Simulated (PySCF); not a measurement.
**trifluoromethanesulfonyl chloride (CClF3O2S): electronic excitations and core binding energies**

Aim: predict the electronic excitations and core binding energies of trifluoromethanesulfonyl chloride (CClF3O2S) (`O=S(=O)(Cl)C(F)(F)F`).

Computed with PySCF 2.14.0, with density-fitted response routines of our own, on a single molecule in the gas phase. Atoms are numbered from 0 throughout.

### Step 1. The molecule as given

8 atoms, charge 0, multiplicity 1; geometry from: GFN2-xTB.

Bonds of the start (Å): O0–S1 1.42, S1–O2 1.42, S1–Cl3 2.01, S1–C4 1.87, C4–F5 1.32, C4–F6 1.32, C4–F7 1.32.

### Step 2. Excited states and response: B3LYP/def2-SVPD

Job settings and geometry (Å):

```
{"job": {"kind": "uv", "xc": "B3LYP", "basis": "def2-SVPD", "nstates": 8, "ntriplets": 3}, "charge": 0, "multiplicity": 1}
O      1.442363    -0.251621     1.303390
S      0.943499    -0.126371    -0.016946
O      1.298319    -1.063193    -1.019095
Cl     1.315630     1.726529    -0.687863
C     -0.927309    -0.072366     0.080300
F     -1.340729    -1.247208     0.512624
F     -1.298078     0.874422     0.919761
F     -1.424638     0.169220    -1.116736
```

Level: TDDFT B3LYP/def2-SVPD, vertical, gas phase, core orbitals frozen in the response.

Run with:

```bash
OMP_NUM_THREADS=1 python probes_run.py task.json out
```

This one command runs all jobs of the session in turn.

Log:

```text
coarse grid: 9768 points
cycle   1  E = -1345.2445789668  dE =  2.273e+00  |g| = 1.470e+00  |ddm| = 3.878e+00
cycle   2  E = -1343.3454365920  dE =  1.899e+00  |g| = 3.509e+00  |ddm| = 4.372e+00
cycle   3  E = -1345.6374995595  dE = -2.292e+00  |g| = 2.833e-01  |ddm| = 3.369e+00
cycle   4  E = -1345.6450128336  dE = -7.513e-03  |g| = 2.248e-01  |ddm| = 5.599e-01
cycle   5  E = -1345.6551433343  dE = -1.013e-02  |g| = 2.696e-02  |ddm| = 2.291e-01
cycle   6  E = -1345.6553051138  dE = -1.618e-04  |g| = 7.121e-03  |ddm| = 3.964e-02
cycle   7  E = -1345.6553147785  dE = -9.665e-06  |g| = 2.141e-03  |ddm| = 7.957e-03
final grid: 91928 points
cycle   8  E = -1345.8099555870  dE = -2.109e-05  |g| = 5.494e-03  |ddm| = 4.194e-02
cycle   9  E = -1345.8099471929  dE =  8.394e-06  |g| = 8.867e-03  |ddm| = 1.167e-02
cycle  10  E = -1345.8099606898  dE = -1.350e-05  |g| = 1.044e-03  |ddm| = 7.275e-03
cycle  11  E = -1345.8099609098  dE = -2.200e-07  |g| = 2.989e-04  |ddm| = 1.409e-03
cycle  12  E = -1345.8099609251  dE = -1.524e-08  |g| = 7.267e-05  |ddm| = 2.901e-04
cycle  13  E = -1345.8099609259  dE = -8.104e-10  |g| = 3.203e-05  |ddm| = 8.963e-05
cycle  14  E = -1345.8099609261  dE = -1.855e-10  |g| = 1.248e-05  |ddm| = 3.786e-05
converged SCF energy = -1345.8099609261

Static polarisability (au): isotropic 57.747, principal 52.054 54.907 66.280

Singlet excitations
state   eV       nm        f      main configurations
  1   5.8212    213.0   0.00401   H->L 0.98
  2   6.5922    188.1   0.03164   H-2->L 0.47, H-1->L 0.44
  3   6.6395    186.7   0.04706   H-2->L 0.50, H-1->L 0.46
  4   6.6845    185.5   0.00235   H-3->L 0.97
  5   7.5153    165.0   0.00292   H-5->L 0.97
  6   7.8250    158.4   0.11823   H-4->L 0.80
  7   8.1469    152.2   0.00036   H->L+1 0.87
  8   8.5591    144.9   0.00046   H->L+2 0.82

Triplet excitations (Tamm-Dancoff, eV): 5.2000 5.7225 5.8845
```

Wall time 22 s (1 thread of Arm Neoverse V2, shared host); peak memory 0.8 GiB.

The orbitals next to the gap, with their largest atomic shares:

| orbital | eV | atoms |
| --- | --- | --- |
| HOMO−3 | -10.59 | O0 38 %, O2 38 %, S1 10 % |
| HOMO−2 | -10.53 | Cl3 77 %, S1 7 %, O2 5 % |
| HOMO−1 | -10.16 | O2 23 %, O0 23 %, Cl3 14 % |
| HOMO | -9.69 | Cl3 44 %, O2 27 %, O0 27 % |
| LUMO | -2.59 | Cl3 45 %, S1 26 %, O0 9 % |
| LUMO+1 | -0.32 | S1 36 %, Cl3 18 %, O0 12 % |
| LUMO+2 | 0.16 | S1 30 %, C4 21 %, O0 14 % |

With each of the 8 states as a Gaussian band of 0.4 eV half-width at 1/e, the curve within the window shown has maxima at 187 nm (ε 3,300), 159 nm (ε 4,800) L/(mol cm). Beyond the last state computed it falls off for lack of states. The curve at chosen wavelengths:

| nm | ε (L/mol/cm) |
| --- | --- |
| 140 | 17 |
| 144 | 121 |
| 148 | 725 |
| 152 | 2409 |
| 156 | 4390 |
| 159 | 4848 |
| 163 | 3695 |
| 167 | 1946 |
| 171 | 973 |
| 175 | 1054 |
| 179 | 1874 |
| 183 | 2828 |
| 187 | 3271 |
| 190 | 3098 |
| 194 | 2377 |
| 198 | 1518 |
| 202 | 856 |
| 206 | 472 |
| 210 | 290 |
| 214 | 209 |
| 218 | 160 |
| 221 | 129 |
| 225 | 91 |
| 229 | 58 |
| 233 | 34 |
| 237 | 19 |

Ground-state properties from the same run:

```csv
property,computed
dipole moment (D),1.93
polarisability (Å³),8.56
HOMO–LUMO gap (eV),7.10
−ε(HOMO) (eV),9.69
```

### Step 3. X-ray photoelectron lines: SCAN, X2C

The job, as its differences from that of step 2:

```diff
@@ -1,2 +1,2 @@
-{"job": {"kind": "uv", "xc": "B3LYP", "basis": "def2-SVPD", "nstates": 8, "ntriplets": 3}, "charge": 0, "multiplicity": 1}
+{"job": {"kind": "xps"}, "charge": 0, "multiplicity": 1}
 O      1.442363    -0.251621     1.303390
```

With the program's defaults for keys left out, this is: delta-SCF UKS SCAN, pcX-2 on the ionised atom, pcseg-1 elsewhere, spin-free X2C.

Log:

```text
ground state, core basis on atom 0 (O), 151 functions
  cycle   1  E = -1348.47094433  |g| = 1.44e+00
  cycle   2  E = -1345.86579526  |g| = 3.90e+00
  cycle   3  E = -1348.81509257  |g| = 3.97e-01
  cycle   4  E = -1348.82728305  |g| = 3.51e-01
  cycle   5  E = -1348.84989468  |g| = 1.09e-01
  cycle   6  E = -1348.85177471  |g| = 4.92e-02
  cycle   7  E = -1348.85225878  |g| = 8.02e-03
  cycle   8  E = -1348.85227035  |g| = 3.00e-03
  cycle   9  E = -1348.85227355  |g| = 1.14e-03
  cycle  10  E = -1348.85227112  |g| = 2.89e-04
  E(ground) = -1348.87119385 Eh
hole in O 1s of atom 0
  cycle   1  E = -1328.19365234  |g| = 2.23e+00
  cycle   2  E = -1327.27437642  |g| = 2.46e+00
  cycle   3  E = -1328.75060635  |g| = 8.31e-01
  cycle   4  E = -1328.78273652  |g| = 7.96e-01
  cycle   5  E = -1329.00744369  |g| = 1.90e-01
  cycle   6  E = -1329.02264320  |g| = 9.82e-02
  cycle   7  E = -1329.02771447  |g| = 2.21e-02
  cycle   8  E = -1329.02788836  |g| = 8.36e-03
  cycle   9  E = -1329.02791328  |g| = 2.70e-03
  cycle  10  E = -1329.02791943  |g| = 7.70e-04
  cycle  11  E = -1329.02791594  |g| = 6.30e-04
  cycle  12  E = -1329.02791567  |g| = 1.88e-04
  E(ion) = -1329.04850033 Eh   <S^2> = 0.7651   hole on atom = 1.000   binding energy = 539.403 eV
ground state, core basis on atom 1 (S), 162 functions
  cycle   1  E = -1349.02284453  |g| = 4.26e-01
  cycle   2  E = -1349.01226183  |g| = 2.69e-01
  cycle   3  E = -1349.00113753  |g| = 3.56e-01
  cycle   4  E = -1349.02514642  |g| = 4.91e-02
  cycle   5  E = -1349.02561303  |g| = 1.42e-02
  cycle   6  E = -1349.02564104  |g| = 5.42e-03
  cycle   7  E = -1349.02564828  |g| = 1.33e-03
  cycle   8  E = -1349.02564842  |g| = 6.30e-04
  cycle   9  E = -1349.02564728  |g| = 2.04e-04
  E(ground) = -1349.03179938 Eh
hole in S 1s of atom 1
  cycle   1  E = -1256.53603152  |g| = 5.08e+00
  cycle   2  E = -1255.19288447  |g| = 3.17e+00
  cycle   3  E = -1255.50410924  |g| = 2.16e+00
  cycle   4  E = -1257.54390090  |g| = 6.96e-01
  cycle   5  E = -1257.46030843  |g| = 6.84e-01
  cycle   6  E = -1257.71597749  |g| = 1.23e-01
  cycle   7  E = -1257.72152238  |g| = 6.78e-02
  cycle   8  E = -1257.72342949  |g| = 1.67e-02
  cycle   9  E = -1257.72353518  |g| = 8.32e-03
  cycle  10  E = -1257.72355091  |g| = 5.15e-03
  cycle  11  E = -1257.72355772  |g| = 2.96e-03
  cycle  12  E = -1257.72356257  |g| = 5.27e-04
  cycle  13  E = -1257.72356310  |g| = 2.52e-04
  E(ion) = -1257.72257148 Eh   <S^2> = 0.7519   hole on atom = 1.000   binding energy = 2484.651 eV
hole in S 2p of atom 1
  cycle   1  E = -1342.11195853  |g| = 1.55e+00
  cycle   2  E = -1340.79259910  |g| = 2.34e+00
  cycle   3  E = -1342.30407911  |g| = 7.42e-01
  cycle   4  E = -1342.51613806  |g| = 2.47e-01
  cycle   5  E = -1342.52711119  |g| = 1.54e-01
  cycle   6  E = -1342.53756277  |g| = 6.31e-02
  cycle   7  E = -1342.53973603  |g| = 1.88e-02
  cycle   8  E = -1342.53987354  |g| = 6.18e-03
  cycle   9  E = -1342.53988925  |g| = 2.32e-03
  cycle  10  E = -1342.53989120  |g| = 1.18e-03
  cycle  11  E = -1342.53989084  |g| = 1.30e-03
  cycle  12  E = -1342.53989217  |g| = 3.99e-04
  E(ion) = -1342.55385255 Eh   <S^2> = 0.7547   hole on atom = 1.001   binding energy = 176.274 eV
  2p3/2 = 175.775 eV   2p1/2 = 177.008 eV
ground state, core basis on atom 3 (Cl), 162 functions
  cycle   1  E = -1349.00334654  |g| = 4.89e-01
  cycle   2  E = -1349.00134448  |g| = 1.28e-01
  cycle   3  E = -1348.99362179  |g| = 2.36e-01
  cycle   4  E = -1349.00428185  |g| = 2.65e-02
  cycle   5  E = -1349.00443615  |g| = 7.64e-03
  cycle   6  E = -1349.00445102  |g| = 1.82e-03
  cycle   7  E = -1349.00445066  |g| = 4.73e-04
  E(ground) = -1349.01359795 Eh
hole in Cl 1s of atom 3
  cycle   1  E = -1243.74065764  |g| = 5.47e+00
  cycle   2  E = -1243.98388800  |g| = 2.29e+00
  cycle   3  E = -1244.10399473  |g| = 1.38e+00
  cycle   4  E = -1244.83999569  |g| = 6.27e-01
  cycle   5  E = -1244.96525838  |g| = 2.62e-01
  cycle   6  E = -1244.99364790  |g| = 5.59e-02
  cycle   7  E = -1244.99479774  |g| = 2.93e-02
  cycle   8  E = -1244.99505085  |g| = 1.18e-02
  cycle   9  E = -1244.99509277  |g| = 3.44e-03
  cycle  10  E = -1244.99509234  |g| = 3.69e-03
  cycle  11  E = -1244.99509733  |g| = 9.25e-04
  cycle  12  E = -1244.99509667  |g| = 6.27e-04
  cycle  13  E = -1244.99509729  |g| = 1.95e-04
  E(ion) = -1245.01144718 Eh   <S^2> = 0.7532   hole on atom = 1.000   binding energy = 2830.043 eV
hole in Cl 2p of atom 3
  cycle   1  E = -1340.87550797  |g| = 1.71e+00
  cycle   2  E = -1340.63349067  |g| = 1.46e+00
  cycle   3  E = -1341.10153500  |g| = 7.53e-01
  cycle   4  E = -1341.32603198  |g| = 2.51e-01
  cycle   5  E = -1341.34463298  |g| = 1.00e-01
  cycle   6  E = -1341.34969398  |g| = 2.28e-02
  cycle   7  E = -1341.34985257  |g| = 1.39e-02
  cycle   8  E = -1341.34989976  |g| = 8.32e-03
  cycle   9  E = -1341.34992370  |g| = 3.46e-03
  cycle  10  E = -1341.34992726  |g| = 8.84e-04
  cycle  11  E = -1341.34992873  |g| = 4.68e-04
  E(ion) = -1341.36703367 Eh   <S^2> = 0.7542   hole on atom = 1.001   binding energy = 208.074 eV
  2p3/2 = 207.469 eV   2p1/2 = 209.123 eV
ground state, core basis on atom 4 (C), 151 functions
  cycle   1  E = -1348.83199923  |g| = 6.92e-02
  cycle   2  E = -1348.83148176  |g| = 6.34e-02
  cycle   3  E = -1348.83218129  |g| = 3.07e-02
  cycle   4  E = -1348.83238165  |g| = 6.10e-03
  cycle   5  E = -1348.83238604  |g| = 2.46e-03
  cycle   6  E = -1348.83238632  |g| = 7.45e-04
  cycle   7  E = -1348.83238403  |g| = 2.09e-04
  E(ground) = -1348.85494318 Eh
hole in C 1s of atom 4
  cycle   1  E = -1337.26541930  |g| = 1.51e+00
  cycle   2  E = -1326.48450284  |g| = 4.24e+00
  cycle   3  E = -1337.29179322  |g| = 1.05e+00
  cycle   4  E = -1337.69720324  |g| = 6.23e-01
  cycle   5  E = -1337.80445955  |g| = 1.87e-01
  cycle   6  E = -1337.81626753  |g| = 9.38e-02
  cycle   7  E = -1337.82063992  |g| = 3.06e-02
  cycle   8  E = -1337.82098077  |g| = 1.64e-02
  cycle   9  E = -1337.82107076  |g| = 7.47e-03
  cycle  10  E = -1337.82109651  |g| = 3.39e-03
  cycle  11  E = -1337.82109947  |g| = 2.83e-03
  cycle  12  E = -1337.82110460  |g| = 1.11e-03
  cycle  13  E = -1337.82110406  |g| = 6.44e-04
  cycle  14  E = -1337.82110494  |g| = 1.51e-04
  E(ion) = -1337.84604968 Eh   <S^2> = 0.7812   hole on atom = 1.000   binding energy = 299.567 eV
ground state, core basis on atom 5 (F), 151 functions
  cycle   1  E = -1348.86249113  |g| = 1.21e-01
  cycle   2  E = -1348.86184743  |g| = 8.32e-02
  cycle   3  E = -1348.86216683  |g| = 6.83e-02
  cycle   4  E = -1348.86280166  |g| = 4.54e-03
  cycle   5  E = -1348.86280094  |g| = 1.71e-03
  cycle   6  E = -1348.86280356  |g| = 8.18e-04
  cycle   7  E = -1348.86280372  |g| = 1.06e-04
  E(ground) = -1348.88762193 Eh
hole in F 1s of atom 5
  cycle   1  E = -1322.40943958  |g| = 2.58e+00
  cycle   2  E = -1320.34940211  |g| = 2.72e+00
  cycle   3  E = -1322.43340343  |g| = 1.22e+00
  cycle   4  E = -1323.24864282  |g| = 3.85e-01
  cycle   5  E = -1323.27529020  |g| = 2.41e-01
  cycle   6  E = -1323.29331307  |g| = 9.58e-02
  cycle   7  E = -1323.29665678  |g| = 3.96e-02
  cycle   8  E = -1323.29736316  |g| = 6.45e-03
  cycle   9  E = -1323.29738042  |g| = 1.59e-03
  cycle  10  E = -1323.29738192  |g| = 7.22e-04
  cycle  11  E = -1323.29738210  |g| = 4.26e-04
  E(ion) = -1323.32939051 Eh   <S^2> = 0.7575   hole on atom = 1.000   binding energy = 695.475 eV
```

It took 37 s on 1 thread of Arm Neoverse V2, shared host; peak memory 0.61 GiB.

Binding energies by hole, beside the orbital energy of the ground state; the difference holds orbital relaxation and, for a density functional, its self-interaction error:

| hole | stands for | environment | ΔSCF (eV; 2p as the shell's mean) | −ε (eV) | ⟨S²⟩ |
| --- | --- | --- | --- | --- | --- |
| O1s on O0 | O0, O2 | S=O oxygen | 539.40 | 518.1 | 0.765 |
| S1s on S1 | S1 | sulfonyl sulfur | 2484.65 | 2421.8 | 0.752 |
| S2p on S1 | S1 | sulfonyl sulfur | 176.19 | 164.3 | 0.755 |
| Cl1s on Cl3 | Cl3 | chlorine bonded to S | 2830.04 | 2765.3 | 0.753 |
| Cl2p on Cl3 | Cl3 | chlorine bonded to S | 208.02 | 195.1 | 0.754 |
| C1s on C4 | C4 | CF3 carbon | 299.57 | 282.4 | 0.781 |
| F1s on F5 | F5, F6, F7 | fluorine of an SCF3 group | 695.47 | 669.4 | 0.757 |

Each hole run stands for the others of its class of like atoms.

With the spin-orbit splitting: S1 2p3/2 175.77, 2p1/2 177.01 eV; Cl3 2p3/2 207.47, 2p1/2 209.12 eV. The table gives each 2p level as the mean over the whole 2p shell (two parts 2p3/2, one part 2p1/2), which differs a little from the single hole in the log.

### Step 4. Results

| quantity | value |
| --- | --- |
| lowest singlet (B3LYP/def2-SVPD) | 5.82 eV (213 nm), f = 0.004 |
| brightest single state of those computed | state 6, 7.83 eV, f = 0.118 |
| lowest triplet | 5.20 eV |
| O1s binding energies, SCAN/pcX-2 | O0 539.40 eV |
| S1s binding energies, SCAN/pcX-2 | S1 2484.65 eV |
| S2p binding energies, SCAN/pcX-2 | S1 176.19 eV |
| Cl1s binding energies, SCAN/pcX-2 | Cl3 2830.04 eV |
| Cl2p binding energies, SCAN/pcX-2 | Cl3 208.02 eV |
| C1s binding energies, SCAN/pcX-2 | C4 299.57 eV |
| F1s binding energies, SCAN/pcX-2 | F5 695.47 eV |

The first singlet state (HOMO→LUMO 0.98) lies at 5.82 eV and is weak; of the 8 states computed, the strongest absorption comes from state 6 at 7.83 eV. The lowest triplet lies 0.62 eV below the lowest singlet (triplets in Tamm-Dancoff, singlets in full TDDFT).
